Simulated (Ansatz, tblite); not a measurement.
# Si9H16 ring disc (Si₈BH₁₆): a ladder of methods and basis sets

One table from this session's results is given with a row withheld; the runs are named, their logs left out.

The runs use Ansatz 0.2.0, Gaussian basis; as each input shows.

Levels to be run: GFN1-xTB, GFN2-xTB, PBE-D4/def2-TZVP, r2SCAN-D4/def2-TZVP, B3LYP-D4/def2-TZVP, LC-ωPBE/def2-TZVP, B97M-V/def2-TZVP, PBE-D4/def2-SVP, PBE0-D4/def2-SVP, HF/6-31G, B3LYP-D4/6-31G, CCSD(T)/def2-SVP, MP2/def2-TZVP, RPA/def2-TZVP.

**The relaxed structure**

The geometry is that of the doublet, from an earlier relaxation (PBE-D4/def2-SVP).

25 atoms, charge 0, spin multiplicity 2.

Bond lengths: B1–Si5 2.000 Å, B1–Si6 2.000 Å, B1–Si7 2.064 Å, B1–H10 1.271 Å, Si2–Si6 2.366 Å, Si2–Si8 2.353 Å, Si2–H11 1.507 Å, Si2–H12 1.509 Å, Si3–Si5 2.366 Å, Si3–Si9 2.353 Å, Si3–H13 1.509 Å, Si3–H14 1.507 Å, Si4–Si7 2.398 Å, Si4–Si8 2.351 Å, Si4–Si9 2.351 Å, Si4–H15 1.516 Å, Si5–H16 1.512 Å, Si5–H17 1.511 Å and more. Angles: Si5–B1–Si6 121.9°, Si5–B1–Si7 114.3°, Si5–B1–H10 113.7°, Si6–B1–Si7 113.9°, Si6–B1–H10 114.0°, Si7–B1–H10 66.5°, Si6–Si2–Si8 108.0°, Si6–Si2–H11 111.0°, Si6–Si2–H12 112.1°, Si8–Si2–H11 108.4°, Si8–Si2–H12 109.3°, H11–Si2–H12 108.0°, Si5–Si3–Si9 108.0°, Si5–Si3–H13 112.1°, Si5–Si3–H14 110.9°, Si9–Si3–H13 109.3°, Si9–Si3–H14 108.4°, H13–Si3–H14 108.1° and more.

Coordinates:

```
B    -1.1948   -1.1942    0.8203
Si    1.5180   -1.5795   -1.5280
Si   -1.5828    1.5094   -1.5328
Si    1.2921    1.2980    1.0220
Si   -2.5826   -0.1116   -0.1292
Si   -0.1048   -2.5788   -0.1260
Si   -0.1519   -0.1562    2.2677
Si    2.7525   -0.0482   -0.2359
Si   -0.0597    2.7512   -0.2384
H    -1.5204   -1.5139    2.0068
H     0.8644   -0.8279   -2.6587
H     2.4561   -2.5993   -2.1252
H    -2.6024    2.4432   -2.1373
H    -0.8256    0.8532   -2.6583
H     2.0449    2.0560    2.0982
H    -3.4620   -0.9524   -1.0267
H    -3.4869    0.6649    0.8002
H    -0.9413   -3.4608   -1.0251
H     0.6712   -3.4802    0.8063
H     0.6768   -1.0569    3.1462
H    -1.0481    0.6667    3.1561
H     3.6386   -0.7896    0.7339
H     3.6216    0.8488   -1.0831
H    -0.8077    3.6332    0.7301
H     0.8347    3.6251   -1.0833
```

PBE0-D4/def2-TZVP was run before; its log isn't repeated, and its numbers join the tables.

Set-up of the first run:

Tight binding, by tblite at 300 K electronic temperature and without a spin-polarisation term:

```python
tblite.interface.Calculator('GFN1-xTB', numbers, positions, charge=0, uhf=1).singlepoint()
```

Tight binding, by tblite at 300 K electronic temperature and without a spin-polarisation term:

```python
tblite.interface.Calculator('GFN2-xTB', numbers, positions, charge=0, uhf=1).singlepoint()
```

start.molden holds the orbitals of an earlier run on this state, given as this run's starting guess.

in.yaml reads:

```yaml
crystal:
  periodic: [false, false, false]
  atoms:
    - {symbol: B, position_ang: [-1.194789, -1.194237, 0.820273]}
    - {symbol: Si, position_ang: [1.518035, -1.579453, -1.527997]}
    - {symbol: Si, position_ang: [-1.582793, 1.509408, -1.532848]}
    - {symbol: Si, position_ang: [1.292089, 1.298013, 1.021994]}
    - {symbol: Si, position_ang: [-2.582624, -0.111561, -0.129151]}
    - {symbol: Si, position_ang: [-0.104795, -2.578764, -0.126037]}
    - {symbol: Si, position_ang: [-0.151907, -0.156250, 2.267742]}
    - {symbol: Si, position_ang: [2.752475, -0.048246, -0.235923]}
    - {symbol: Si, position_ang: [-0.059685, 2.751194, -0.238376]}
    - {symbol: H, position_ang: [-1.520360, -1.513880, 2.006815]}
    - {symbol: H, position_ang: [0.864354, -0.827920, -2.658699]}
    - {symbol: H, position_ang: [2.456129, -2.599307, -2.125220]}
    - {symbol: H, position_ang: [-2.602381, 2.443174, -2.137266]}
    - {symbol: H, position_ang: [-0.825597, 0.853162, -2.658266]}
    - {symbol: H, position_ang: [2.044928, 2.055965, 2.098230]}
    - {symbol: H, position_ang: [-3.462011, -0.952386, -1.026688]}
    - {symbol: H, position_ang: [-3.486900, 0.664851, 0.800229]}
    - {symbol: H, position_ang: [-0.941304, -3.460762, -1.025098]}
    - {symbol: H, position_ang: [0.671236, -3.480232, 0.806349]}
    - {symbol: H, position_ang: [0.676797, -1.056895, 3.146169]}
    - {symbol: H, position_ang: [-1.048107, 0.666743, 3.156127]}
    - {symbol: H, position_ang: [3.638567, -0.789650, 0.733863]}
    - {symbol: H, position_ang: [3.621583, 0.848775, -1.083052]}
    - {symbol: H, position_ang: [-0.807669, 3.633175, 0.730102]}
    - {symbol: H, position_ang: [0.834716, 3.625104, -1.083272]}
basis:
  gaussian: {orbitals: def2-TZVP, fitting: {mean_field: def2-universal-jkfit}, initial_orbitals: start.molden}
magnetization: {spin_polarized: true, initial_magnetization: 1}
hamiltonian: {xc: pbe, dispersion: d4}
scf: {omitted_lower_state_checks: [starts]}
output: {orbitals: {seedname: orbitals}}
```

Launch:

```
$ ansatz run in.yaml --threads 2 --pin off --events-out ev --progress --plain --max-ram 31744MiB --backend cuda --devices 0, --max-vram 18GiB
```

Among the steps run: PBE-D4/def2-TZVP; r2SCAN-D4/def2-TZVP; B3LYP-D4/def2-TZVP; LC-ωPBE/def2-TZVP; B97M-V/def2-TZVP; PBE-D4/def2-SVP; PBE0-D4/def2-SVP; HF/6-31G; B3LYP-D4/6-31G; CCSD(T)/def2-SVP; MP2/def2-TZVP; RPA/def2-TZVP.

One of the session's tables, all rows but one given; the rest of the session is left out.

It belongs to the step «Binding energy». 

```
             method  binding an atom (eV)
           HF/6-31G                 1.989
        HF/def2-SVP                 2.329
       HF/def2-TZVP                 2.342
    PBE-D4/def2-SVP                 3.118
   PBE-D4/def2-TZVP                 3.116
r2SCAN-D4/def2-TZVP                 3.141
   B97M-V/def2-TZVP                 3.156
     B3LYP-D4/6-31G                 2.880
 B3LYP-D4/def2-TZVP                 3.112
   PBE0-D4/def2-SVP                 3.111
  PBE0-D4/def2-TZVP                 3.114
  LC-ωPBE/def2-TZVP                 3.077
       MP2/def2-SVP                 2.876
      MP2/def2-TZVP                     ?
      CCSD/def2-SVP                 2.867
   CCSD(T)/def2-SVP                 2.901
```

**Question.** Estimate the row for MP2/def2-TZVP.

**Answer.** binding an atom (eV): 2.950. In the column «binding an atom (eV)» it lies between CCSD(T)/def2-SVP (2.901) and LC-ωPBE/def2-TZVP (3.077).

Caveats from the session: Free atoms were run apart at each level; binding is atoms less cluster, divided by the number of atoms, without zero-point or spin-orbit terms. Over the named functionals in def2-TZVP spin contamination reaches 0.01 (LC-ωPBE), which is small.
